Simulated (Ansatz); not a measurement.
# F2Si: interaction energy of a dimer with the counterpoise correction

How strongly do two molecules of F2Si bind, and how much of that is basis error? Wanted for F2Si: the interaction energy of a dimer with the counterpoise correction.

Program: Ansatz 0.2.0, driven from Python. Level of theory: r2SCAN+D4/def2-SVPD. These are calculated values, not measurements.

### 1 The system

Bond lengths: F1–Si2 1.629 Å, Si2–F3 1.629 Å. Angles: F1–Si2–F3 105.8°.

No structure file is read: the coordinates are typed or built in the script.

### 2 The script

dimer.py

```python
"""Binding of a F2Si dimer at a trial geometry."""

from dataclasses import dataclass

import ansatz as az


@dataclass(frozen=True)
class RunConfig:
    basis: str = "def2-SVPD"
    xc: str = "r2SCAN"
    dispersion: str = "d4"


cfg = RunConfig()

FIRST = [
    ("F", (0.1474, 1.3125, 0.2263)),
    ("Si", (-0.5714, -0.0444, -0.317)),
    ("F", (0.424, -1.2681, 0.0907)),
]
SECOND = [
    ("F", (-1.6352, -4.3614, 3.8365)),
    ("Si", (-0.7994, -3.1441, 3.1491)),
    ("F", (-1.6875, -2.6617, 1.8713)),
]

def energy(atoms, ghosts=()):
    molecule = az.Crystal.molecule()
    for symbol, xyz in atoms:
        molecule = molecule.atom(symbol, xyz)
    calc = (
        molecule.calculation()
        .basis(gaussian=cfg.basis)
        .functional(cfg.xc, dispersion=cfg.dispersion)
    )
    deck = calc.input()
    if ghosts:
        deck = deck.set(az.key.basis.gaussian.ghost_atoms, [{"symbol": s, "position_ang": list(xyz)} for s, xyz in ghosts])
    return az.Session.from_dict(deck).plan().execute().report["free_energy_ev"]

# ghost atoms carry the functions of the partner
both = energy(FIRST + SECOND)
alone = energy(FIRST) + energy(SECOND)
ghosted = energy(FIRST, SECOND) + energy(SECOND, FIRST)
print(f"dimer {both:.6f} eV")
print(f"interaction, uncorrected   {96.485332 * (both - alone):8.3f} kJ/mol")
print(f"interaction, counterpoise  {96.485332 * (both - ghosted):8.3f} kJ/mol")
print(f"basis-set superposition    {96.485332 * (alone - ghosted):8.3f} kJ/mol")
```

### 3 Launch

Command:

```bash
> python dimer.py
```

**Question.** How large is the interaction at this pose, and how much of it is basis-set superposition?

**Answer**, as computed:

| quantity | value |
| --- | --- |
| interaction energy, uncorrected | -7.395 kJ/mol |
| interaction energy, counterpoise | -5.214 kJ/mol |
| runs compared | 5 |

In words: The counterpoise correction takes away 29 % of the apparent binding. Uncorrected it is -7.395 kJ/mol, with the counterpoise correction -5.214 kJ/mol; the difference, 2.18 kJ/mol, is the superposition error. The dimer is a generated trial pose of unrelaxed monomers, not a minimum, so the figure is no binding energy, and the basis set is small.
